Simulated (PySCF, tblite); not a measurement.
# C3H11O2PSi2: geometry, infrared bands and NMR shifts

Wanted: the infrared bands and NMR shifts of C3H11O2PSi2 (`CC1(C)O[Si@@H](P)O[SiH2]1`), by calculation.

Computed with tblite 0.8.0 and PySCF 2.14.0, with density-fitted response routines of our own, on a single molecule in the gas phase. Atoms count from 0, in the outputs and in this text.

### 1 Starting geometry

19 atoms, charge 0, multiplicity 1; geometry from: force field or distance geometry start.

Bonds of the start (Å): C0–C1 1.52, C1–C2 1.50, C1–O3 1.37, O3–Si4 1.70, Si4–P5 2.19, Si4–O6 1.72, O6–Si7 1.72, Si7–C1 1.86, C0–H8 1.10, C0–H9 1.10, C0–H10 1.12, C2–H11 1.11, C2–H12 1.11, C2–H13 1.13, Si4–H14 1.46, P5–H15 1.45, P5–H16 1.46, Si7–H17 1.49, Si7–H18 1.46.

### 2 Relaxing the molecule with GFN2-xTB

The job: settings as JSON, then the geometry in Å.

```
{"job": {"kind": "relax", "xc": "GFN2-xTB", "basis": "xTB"}, "charge": 0, "multiplicity": 1}
C     -1.902400    -0.813500    -0.879200
C     -0.778900     0.091300    -0.413100
C     -1.247800     1.504400    -0.561200
O      0.344800    -0.049700    -1.184300
Si     1.638800    -0.618500    -0.237300
P      3.488800     0.270700    -1.009400
O      1.298000    -0.151200     1.378900
Si    -0.404800    -0.384100     1.342300
H     -1.427200    -1.669400    -1.379500
H     -2.554000    -0.203700    -1.524400
H     -2.520700    -1.128100    -0.006000
H     -0.462500     2.184600    -0.951000
H     -1.699200     1.936800     0.361300
H     -2.071100     1.505300    -1.330900
H      1.726700    -2.078000    -0.241900
H      4.648900    -0.567600    -0.806500
H      3.713300     1.633400    -0.532700
H     -0.679500    -1.840300     1.479200
H     -1.121100     0.387000     2.349900
```

Launch:

```sh
$ OMP_NUM_THREADS=1 python probes_run.py task.json out
```

The driver reads the jobs from task.json and runs them one after another.

**Question.** This job is followed by: GFN2-xTB harmonic vibrations, gas phase; GIAO PBE0/pcSseg-1 NMR shielding, non-relativistic, gas phase. What will the session give for the following? strongest single infrared mode (GFN2-xTB); zero-point energy (GFN2-xTB); ¹³C shifts against TMS (PBE0/pcSseg-1); ¹H shifts against TMS (PBE0/pcSseg-1, means over atoms taken as alike); ¹⁷O shifts against H2O (PBE0/pcSseg-1); ²⁹Si shifts against TMS (PBE0/pcSseg-1); ³¹P shifts against H3PO4 (PBE0/pcSseg-1).

The runs gave:

| quantity | value |
| --- | --- |
| strongest single infrared mode (GFN2-xTB) | 2331 cm⁻¹, 472 km/mol |
| zero-point energy (GFN2-xTB) | 84.5 kcal/mol |
| ¹³C shifts against TMS (PBE0/pcSseg-1) | 71.4, 30.9, 30.5 ppm |
| ¹H shifts against TMS (PBE0/pcSseg-1, means over atoms taken as alike) | 5.92, 4.86, 4.83, 1.47, 1.38, 1.09 ppm |
| ¹⁷O shifts against H2O (PBE0/pcSseg-1) | 108.7, 70.5 ppm |
| ²⁹Si shifts against TMS (PBE0/pcSseg-1) | 11.5, -7.7 ppm |
| ³¹P shifts against H3PO4 (PBE0/pcSseg-1) | -288.3 ppm |

Over 149 steps the energy fell by 2.052 eV; of the close pairs, O6–Si7 changed most, 1.719 to 1.621 Å. No mode is imaginary among the 51: a minimum at this level. The strongest single mode, at 2331 cm⁻¹, moves mainly H17. GFN2-xTB is a fitted tight-binding method: band positions and strengths are rough. Its intensities can rank the bands wrongly. The most deshielded carbon is C1 (fully substituted sp3 carbon bonded to O and Si), at 71.4 ppm: deshielded by the electronegative neighbour. At PBE0/pcSseg-1: Shielding is most anisotropic at O6 (span 111 ppm, paramagnetic term -135 ppm).
